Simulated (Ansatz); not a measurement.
# CH₇BSeSi: a ladder of functionals and wavefunction methods

An exercise on one series of results from a longer session: the logs are not shown, and one member is left open.

Method: functionals in def2-TZVPP, the program's frozen cores in correlated methods; program: Ansatz 0.2.0, Gaussian basis.

Plan: PBE-D4, r2SCAN-D4, PBE0-D4, B3LYP-D4, ωB97X-V, ωB97M-V, B2PLYP; CCSD(T)/def2-TZVPP; MP2/def2-QZVPP; extrapolation to the limit.

## The geometry

The geometry comes from an earlier relaxation with PBE0-D4 in a triple-zeta def2 set; it is a stationary point, not always the lowest conformer.

11 atoms, charge 0, spin multiplicity 1.

Atoms are counted from 1 here; the program's logs count them from 0.

Bond lengths: B1–Si2 1.947 Å, B1–Se4 2.239 Å, B1–H5 1.197 Å, B1–H6 1.195 Å, Si2–C3 1.866 Å, Si2–Se4 2.395 Å, Si2–H7 1.487 Å, C3–H8 1.094 Å, C3–H9 1.092 Å, C3–H10 1.091 Å, Se4–H11 1.469 Å. Angles: Si2–B1–Se4 69.4°, Si2–B1–H5 117.3°, Si2–B1–H6 120.2°, Se4–B1–H5 104.1°, Se4–B1–H6 107.9°, H5–B1–H6 120.7°, B1–Si2–C3 126.6°, B1–Si2–Se4 61.1°, B1–Si2–H7 122.1°, C3–Si2–Se4 110.5°, C3–Si2–H7 111.2°, Se4–Si2–H7 104.7°, Si2–C3–H8 109.1°, Si2–C3–H9 110.6°, Si2–C3–H10 112.0°, H8–C3–H9 107.8°, H8–C3–H10 108.0°, H9–C3–H10 109.2° and more.

Set-up of the first run:

Contents of in.yaml:

```yaml
crystal:
  periodic: [false, false, false]
  atoms:
    - {symbol: B, position_ang: [-1.315301, 1.079987, -0.545962]}
    - {symbol: Si, position_ang: [0.522007, 0.495717, -0.277563]}
    - {symbol: C, position_ang: [1.163852, -0.546782, 1.131322]}
    - {symbol: Se, position_ang: [-0.911183, -0.800030, -1.692841]}
    - {symbol: H, position_ang: [-1.512650, 1.901831, -1.393095]}
    - {symbol: H, position_ang: [-2.149888, 0.838315, 0.275112]}
    - {symbol: H, position_ang: [1.629429, 0.938869, -1.165008]}
    - {symbol: H, position_ang: [1.727452, 0.089342, 1.820533]}
    - {symbol: H, position_ang: [0.336158, -0.990581, 1.687710]}
    - {symbol: H, position_ang: [1.828893, -1.339051, 0.783672]}
    - {symbol: H, position_ang: [-1.253369, -1.724616, -0.603281]}
basis:
  gaussian: {orbitals: def2-TZVPP}
hamiltonian: {xc: pbe, dispersion: d4}
output: {forces: true, orbitals: {seedname: orbitals}}
```

The run is started by

```
ansatz run in.yaml --threads 4 --pin off --events-out ev --progress --plain --max-ram 10444MiB
```

Among the steps run: PBE-D4 (GGA); r2SCAN-D4 (meta-GGA); PBE0-D4 (hybrid); B3LYP-D4 (hybrid); ωB97X-V (range-separated); ωB97M-V (range-separated); B2PLYP (double hybrid); CCSD(T) in def2-TZVPP; MP2 in def2-QZVPP.

One of the session's tables, all rows but one given; the rest of the session is left out.

```
            method  atomisation energy (eV)
            PBE-D4                   37.991
         r2SCAN-D4                   37.847
           PBE0-D4                   37.668
          B3LYP-D4                        ?
           ωB97X-V                   37.681
           ωB97M-V                   37.584
            B2PLYP                   37.054
     HF/def2-TZVPP                   28.091
    MP2/def2-TZVPP                   36.831
   CCSD/def2-TZVPP                   36.158
CCSD(T)/def2-TZVPP                   36.656
           MP2/CBS                   37.710
       CCSD(T)/CBS                   37.535
```

Q: Estimate the row for B3LYP-D4 from the others.

**Answer.** atomisation energy (eV): 37.554. In the column «atomisation energy (eV)» it lies between CCSD(T)/CBS (37.535) and ωB97M-V (37.584).
